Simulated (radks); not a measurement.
**Spin polarisation of the 4d shell in Ru³⁺**

How much does Ru³⁺ gain by aligning the spins in its 4d shell? The moment is raised step by step from zero.

The numbers are computed with radks (a radial shooting solver on a logarithmic mesh, Libxc functionals) version 1 (non-relativistic Kohn-Sham, LDA (Slater exchange, Perdew-Wang correlation), spin-polarised, spherical densities, point nucleus), except any that are marked as measured or tabulated.

## (1) The system

* element: ruthenium (Z = 44)
* charge: +3
* electrons: 41
* configuration: [Kr] 4d(up 2.5, down 2.5)

A shell typed twice in an input gives spin up, then spin down.

## (2) No moment

Input:

```text
Z 44
configuration [Kr] 4d2.5 4d2.5
relativity non-relativistic
functional lda,pw
spin polarised
nucleus point
```

## (3) moment 1 in 4d

Input:

```text
Z 44
configuration [Kr] 4d3 4d2
relativity non-relativistic
functional lda,pw
spin polarised
nucleus point
```

## (4) moment 2 in 4d

Input:

```text
Z 44
configuration [Kr] 4d3.5 4d1.5
relativity non-relativistic
functional lda,pw
spin polarised
nucleus point
```

## (5) moment 3 in 4d

Input:

```text
Z 44
configuration [Kr] 4d4 4d1
relativity non-relativistic
functional lda,pw
spin polarised
nucleus point
```

## (6) moment 4 in 4d

Input:

```text
Z 44
configuration [Kr] 4d4.5 4d0.5
relativity non-relativistic
functional lda,pw
spin polarised
nucleus point
```

## (7) moment 5 in 4d

Input:

```text
Z 44
configuration [Kr] 4d5 4d0
relativity non-relativistic
functional lda,pw
spin polarised
nucleus point
```

Q: Predict the outcome of this session. Wanted: for each run, moment; E − E(0); ε(4d up); ε(4d down); splitting.

As calculated:

```csv
moment (μB),E − E(0) (eV),ε(4d up) (eV),ε(4d down) (eV),splitting (eV)
0,0.000,-38.018,-38.018,0.000
1,-0.179,-38.359,-37.642,0.717
2,-0.718,-38.667,-37.227,1.439
3,-1.620,-38.944,-36.771,2.173
4,-2.893,-39.189,-36.267,2.922
5,-4.546,-39.404,-35.712,3.692
```

**Reading.** At a moment of 5 μB the energy has fallen by 4.55 eV and the 4d levels split by 3.69 eV, 0.738 eV per μB. The Stoner form E = −I m²/4 would give I = 0.727 eV. The energy falls at every step.
